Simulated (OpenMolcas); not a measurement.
# Re⁴⁺ among point charges: CASSCF and CASPT2 levels and susceptibility, part 2 of 2

Aim: the splitting of the states of Re⁴⁺ in the field of 5 point charges, its lowest levels with spin-orbit coupling and its magnetic susceptibility.

OpenMolcas 26.06; ANO-RCC-VDZP, DKH2, active space 3 electrons in 5 orbitals (5d), orbitals: per spin and parity. Surroundings: 5 point charges of -0.5 e arranged as a square pyramid (C4v), 1.99 Å from the ion, with the axial distance 2.288 Å. Earlier steps stand in the parts before.

### Step 6. CASPT2: IPEA 0.25, imaginary shift 0.1 (closed shells correlated: 4f 5s 5p)

Input file a.inp:

```
>>> COPY JOB001 $Project.JobIph
&CASPT2
Multistate=10 1 2 3 4 5 6 7 8 9 10
NoMult
Frozen=23
IPEA=0.25
Imaginary=0.1
MaxIter=60
WThr=0.0 0.3 0.05
PrWF=0.5
NoMix
>>> COPY JOB002 $Project.JobIph
&CASPT2
Multistate=40 1 2 3 4 5 6 7 8 9 10 11 12 13 14 15 16 17 18 19 20 21 22
23 24 25 26 27 28 29 30 31 32 33 34 35 36 37 38 39 40
NoMult
Frozen=23
IPEA=0.25
Imaginary=0.1
MaxIter=60
WThr=0.0 0.3 0.05
PrWF=0.5
NoMix
```

What it wrote:

```text
Orbital specifications:
      -----------------------

      Symmetry species                           1
                                                 a
      Frozen orbitals                           23
      Inactive orbitals                         11
      Active orbitals                            5
      Secondary orbitals                        29
      Deleted orbitals                           0
      Number of basis functions                 68
Type of calculation                        SS-CASPT2
      Fock operator                              state-specific
      IPEA shift                                 0.25
      Real shift                                 0.00
      Imaginary shift                            0.10
      The input orbitals will be transformed to quasi-canonical
Reference energy:      -16675.9465548525
      E2 (Non-variational):      -0.7322163288
      Shift correction:          -0.0000947537
      E2 (Variational):          -0.7323110825
      Total energy:          -16676.6788659350
      Residual norm:              0.0000009618
      Reference weight:           0.93263
      Contributions to the CASPT2 correlation energy
      Active & Virtual Only:         -0.0087501346
      One Inactive Excited:          -0.1210055143
      Two Inactive Excited:          -0.6024606799
Reference energy:      -16675.9409064083
      E2 (Non-variational):      -0.7330982158
      Shift correction:          -0.0000962338
      E2 (Variational):          -0.7331944495
      Total energy:          -16676.6741008578
      Residual norm:              0.0000000661
      Reference weight:           0.93233
      Contributions to the CASPT2 correlation energy
      Active & Virtual Only:         -0.0089953156
      One Inactive Excited:          -0.1214193240
      Two Inactive Excited:          -0.6026835762
::    CASPT2 Root  1     Total energy: -16676.67886594
::    CASPT2 Root  2     Total energy: -16676.67410086
::    CASPT2 Root  3     Total energy: -16676.67410086
::    CASPT2 Root  4     Total energy: -16676.66330064
::    CASPT2 Root  5     Total energy: -16676.66611277
::    CASPT2 Root  6     Total energy: -16676.65989246
::    CASPT2 Root  7     Total energy: -16676.65989246
::    CASPT2 Root  8     Total energy: -16676.62501393
::    CASPT2 Root  9     Total energy: -16676.60818474
::    CASPT2 Root 10     Total energy: -16676.60818473
Orbital specifications:
      -----------------------

      Symmetry species                           1
                                                 a
      Frozen orbitals                           23
      Inactive orbitals                         11
      Active orbitals                            5
      Secondary orbitals                        29
      Deleted orbitals                           0
      Number of basis functions                 68
Type of calculation                        SS-CASPT2
      Fock operator                              state-specific
      IPEA shift                                 0.25
      Real shift                                 0.00
      Imaginary shift                            0.10
      The input orbitals will be transformed to quasi-canonical
Reference energy:      -16675.8807492973
      E2 (Non-variational):      -0.7383301121
      Shift correction:          -0.0001707695
      E2 (Variational):          -0.7385008816
      Total energy:          -16676.6192501789
      Residual norm:              0.0000001002
      Reference weight:           0.92875
      Contributions to the CASPT2 correlation energy
      Active & Virtual Only:         -0.0127112391
      One Inactive Excited:          -0.1210009467
      Two Inactive Excited:          -0.6046179263
Reference energy:      -16675.8798886460
      E2 (Non-variational):      -0.7380467365
      Shift correction:          -0.0001380917
      E2 (Variational):          -0.7381848282
      Total energy:          -16676.6180734742
      Residual norm:              0.0000001056
      Reference weight:           0.92946
      Contributions to the CASPT2 correlation energy
      Active & Virtual Only:         -0.0126836319
      One Inactive Excited:          -0.1206483498
      Two Inactive Excited:          -0.6047147547
::    CASPT2 Root  1     Total energy: -16676.61925018
::    CASPT2 Root  2     Total energy: -16676.61807347
::    CASPT2 Root  3     Total energy: -16676.61807347
::    CASPT2 Root  4     Total energy: -16676.61710261
::    CASPT2 Root  5     Total energy: -16676.61491794
::    CASPT2 Root  6     Total energy: -16676.61283492
::    CASPT2 Root  7     Total energy: -16676.61283492
::    CASPT2 Root  8     Total energy: -16676.61342655
::    CASPT2 Root  9     Total energy: -16676.61221079
::    CASPT2 Root 10     Total energy: -16676.60822984
::    CASPT2 Root 11     Total energy: -16676.60822983
::    CASPT2 Root 12     Total energy: -16676.60354950
::    CASPT2 Root 13     Total energy: -16676.60334970
::    CASPT2 Root 14     Total energy: -16676.59879400
::    CASPT2 Root 15     Total energy: -16676.59985756
::    CASPT2 Root 16     Total energy: -16676.59985756
::    CASPT2 Root 17     Total energy: -16676.60053677
::    CASPT2 Root 18     Total energy: -16676.58759622
::    CASPT2 Root 19     Total energy: -16676.58759623
::    CASPT2 Root 20     Total energy: -16676.59307766
::    CASPT2 Root 21     Total energy: -16676.58963315
::    CASPT2 Root 22     Total energy: -16676.58546735
::    CASPT2 Root 23     Total energy: -16676.58468701
::    CASPT2 Root 24     Total energy: -16676.58468701
::    CASPT2 Root 25     Total energy: -16676.57772292
::    CASPT2 Root 26     Total energy: -16676.56870201
::    CASPT2 Root 27     Total energy: -16676.57058622
::    CASPT2 Root 28     Total energy: -16676.57058621
::    CASPT2 Root 29     Total energy: -16676.54632264
::    CASPT2 Root 30     Total energy: -16676.54312461
```

This run took 18 s in all on 1 thread of Arm Neoverse V1, shared host.

SS-CASPT2: lowest energy less the reference's lowest, -0.7323 hartree; reference weights 0.917 to 0.933.

Spin-free states:

```tsv
state	degeneracy	E (cm-1)	free-ion L (%)
quartet	1	0	F (100)
quartet	2	1046	F (99)
quartet	1	2799	F (86)
quartet	1	3416	F (100)
quartet	2	4164	F (99)
quartet	1	11819	P (86)
doublet	1	13084	G (85)
doublet	2	13342	G (79)
doublet	1	13555	G (84)
doublet	1	14035	G (68)
doublet	1	14362	G (96)
doublet	2	14492	G (81)
doublet	1	14629	G (87)
doublet	2	15503	H (52)
quartet	2	15513	P (98)
doublet	1	16530	H (82)
doublet	1	16574	H (68)
doublet	1	17191	P (88)
doublet	2	17340	P (45)
doublet	1	17574	H (61)
doublet	1	18828	D (78)
doublet	1	19584	H (56)
doublet	2	20031	H (78)
doublet	1	20499	D (61)
```

With spin-orbit coupling:

| E (cm-1) | Degeneracy | 2S+1 | g |
| --- | --- | --- | --- |
| 0 | 2 | 4 | 0.63 0.63 1.14 |
| 1220 | 2 | 4 | 0.12 1.04 1.04 |
| 5600 | 2 | 4 | 1.98 2.77 2.77 |
| 6370 | 2 | 4 | 1.14 3.25 3.25 |
| 6810 | 2 | 4 | 0.03 1.87 1.87 |
| 10200 | 2 | 4 | 1.14 3.67 3.67 |
| 10440 | 2 | 4 | 2.43 2.43 3.73 |
| 11150 | 2 | 4 | 1.84 1.84 2.71 |
| 11300 | 2 | 4 | 2.96 2.97 2.97 |
| 13510 | 2 | 4 | 0.56 4.53 4.53 |
| 13580 | 2 | 4 | 1.47 3.37 3.37 |
| 14240 | 2 | 4 | 2.55 2.55 3.34 |
| 14430 | 2 | 4 | 2.11 2.11 3.50 |
| 14840 | 2 | 4 | 3.01 3.01 7.32 |
| 15670 | 2 | 4 | 1.62 1.62 3.45 |
| 16140 | 2 | 4 | 0.81 0.81 0.97 |
| 17130 | 2 | 4 | 0.88 0.88 2.55 |
| 21120 | 2 | 2 | 0.40 1.18 1.18 |
| 21260 | 2 | 2 | 2.40 2.40 2.64 |
| 21630 | 2 | 2 | 0.73 2.86 2.86 |
| 21870 | 2 | 2 | 0.21 0.21 4.52 |
| 21890 | 2 | 2 | 0.22 3.95 3.95 |
| 22230 | 2 | 2 | 2.35 2.93 2.93 |
| 23340 | 2 | 2 | 0.38 0.38 3.23 |

Powder χT (cm³ K/mol): 0.07 at 2 K, 0.07 at 5 K, 0.07 at 10 K, 0.07 at 20 K, 0.07 at 50 K, 0.08 at 100 K, 0.08 at 150 K, 0.09 at 200 K, 0.09 at 250 K, 0.10 at 300 K.

### Step 7. The methods side by side

A. CASSCF
B. SS-CASPT2, IPEA 0.25, imaginary shift 0.1 (closed shells correlated: 4f 5s 5p)

```tsv
method	ground state	first state of that spin (cm-1)	first gap with spin-orbit (cm-1)	χT at 300 K
A	quartet	quartet 1240	1220.7	0.10
B	quartet	quartet 1046	1223.8	0.10
```

### Step 8. What came out

The summary covers parts 1 to 2.

```
                                            quantity                                                                           value
                                              method  SS-CASPT2, IPEA 0.25, imaginary shift 0.1 (closed shells correlated: 4f 5s 5p)
                              spin-free ground state                                             quartet, 1-fold in its orbital part
first state of the same spin within the active space                                                            quartet at 1050 cm⁻¹
                                        lowest level                                                    2-fold, g = 0.63, 0.63, 1.14
                                          next level                                                                     1223.8 cm⁻¹
                                         χT at 300 K                                                                  0.10 cm³ K/mol
                           effective moment at 300 K                                                                         0.88 μB
```

Cost by method:

```tsv
method	time of its own steps	time with the reference
A. CASSCF	13 s	13 s
B. SS-CASPT2, IPEA 0.25, imaginary shift 0.1, +4f 5s 5p	18 s	31 s
```

Times are of one thread on a shared host.

**Reading.** The spin-free ground state (quartet) comes to 100 % from free-ion F terms and keeps the highest spin of the shell. χT at 300 K is 0.10, against 1.88 cm³ K/mol for the spin alone, so spin-orbit coupling lowers it. The field of point charges can differ much from that of real complexes. Point charges carry no covalency, so the field is a model and not that of real ligands.
